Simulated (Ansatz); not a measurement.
# Mo3Ir: the cost of one run

All numbers are computed with Ansatz 0.2.0 through its Python package. Level of theory: DFT PBEsol+D4, plane waves, PAW.

### 1 Starting point

Symmetry: Pm-3n, No. 223, cubic system. The conventional cell has a = 5.003 Å, b = 5.003 Å, c = 5.003 Å, α = 90.00°, β = 90.00°, γ = 90.00°. Mo (site symmetry -4m2) has 2 Mo at 2.50 Å and 4 Ir at 2.80 Å as nearest neighbours. Around Ir (site symmetry m-3) lie 12 Mo at 2.80 Å.

The script holds or builds the structure itself.

### 2 Script

The input, md_mo3ir.py:

```python
import warnings

import ansatz
import numpy as np

warnings.simplefilter("ignore", ansatz.DeckWarning)

lattice = ansatz.Lattice.of(
    (5.002782, 0.0, 0.0),
    (0.0, 5.002782, 0.0),
    (0.0, 0.0, 5.002782),
)
sites = [
    ("Mo", (0.5, 0.25, 0.0)),
    ("Mo", (0.5, 0.75, 0.0)),
    ("Mo", (0.25, 0.0, 0.5)),
    ("Mo", (0.75, 0.0, 0.5)),
    ("Mo", (0.0, 0.5, 0.25)),
    ("Mo", (0.0, 0.5, 0.75)),
    ("Ir", (0.5, 0.5, 0.5)),
    ("Ir", (0.0, 0.0, 0.0)),
]
system = ansatz.Crystal(lattice=lattice)
for symbol, position in sites:
    system = system.atom(symbol, position)

setup = (
    system.calculation()
    .functional("PBEsol", dispersion="D4")
    .pseudopotentials("paw")
    .basis(320)
    .kpoints(spacing=1.0)
    .occupations("cold")
    .scf(tolerance=1e-07, max_iterations=100, lower_state_search="off")
    .md("nvt_nose_hoover", timestep=2.0, steps=20, temperature=1200, thermostat_time=100, initial_velocities="maxwell_boltzmann", seed=530)
)
steps = []


def follow(event):
    if event["event"] != "md_step":
        return
    row = event["data"]
    steps.append(row)
    print(f"t = {row['time_fs']:6.1f} fs  E_pot = {row['lagrangian_ev']:.4f} eV  E_kin = {row['e_kin_ev']:.4f} eV  T = {row['temperature_k']:7.1f} K")


result = setup.session().plan(threads=1).execute(on_event=follow)
report = result.report

temperature = np.array([s["temperature_k"] for s in steps])
print(f"mean temperature of the second half {temperature[len(steps) // 2 :].mean():.1f} K")

track = np.array([s["positions_ang"] for s in steps])
names = np.array([site.symbol for site in result.lattice.sites])
for name in sorted(set(names)):
    msd = ((track[:, names == name] - track[0, names == name]) ** 2).sum(axis=2).mean(axis=1)
    print(f"mean square displacement of {name} (A^2):", np.round(msd[:: max(len(msd) // 6, 1)], 4))

with open("trajectory.xyz", "w") as handle:
    for s in steps[::5]:
        handle.write(f"{len(s['positions_ang'])}\nt = {s['time_fs']} fs\n")
        for site, xyz in zip(result.lattice.sites, s["positions_ang"]):
            handle.write("{} {:.4f} {:.4f} {:.4f}\n".format(site.symbol, *xyz))
```

### 3 The input behind the calls

The engine receives this input:

```yaml
crystal:
  lattice:
    - [5.002782, 0.0, 0.0]
    - [0.0, 5.002782, 0.0]
    - [0.0, 0.0, 5.002782]
  atoms:
    - { symbol: Mo, position: [0.5, 0.25, 0.0] }
    - { symbol: Mo, position: [0.5, 0.75, 0.0] }
    - { symbol: Mo, position: [0.25, 0.0, 0.5] }
    - { symbol: Mo, position: [0.75, 0.0, 0.5] }
    - { symbol: Mo, position: [0.0, 0.5, 0.25] }
    - { symbol: Mo, position: [0.0, 0.5, 0.75] }
    - { symbol: Ir, position: [0.5, 0.5, 0.5] }
    - { symbol: Ir, position: [0.0, 0.0, 0.0] }
basis:
  ecutwfc: 320.0
kpoints:
  mp_grid:
    kspacing: 1.0
hamiltonian:
  xc: pbesol
  dispersion: d4
  pseudopotentials:
    kind: paw
scf:
  max_iter: 100
  convergence:
    dr2_threshold: 1.0e-07
  lower_state_search: "off"
  occupations:
    method: cold
md:
  timestep: 2.0
  n_steps: 20
  ensemble: nvt_nose_hoover
  temperature: 1200.0
  nose_hoover:
    tau: 100.0
  initial_velocities: maxwell_boltzmann
  seed: 530
```

### 4 Launch

Command:

```
> python md_mo3ir.py
```

What time and memory should one allow on 1 thread of Arm Neoverse V1, shared host?

About 49 s, with a peak of 0.48 GiB.
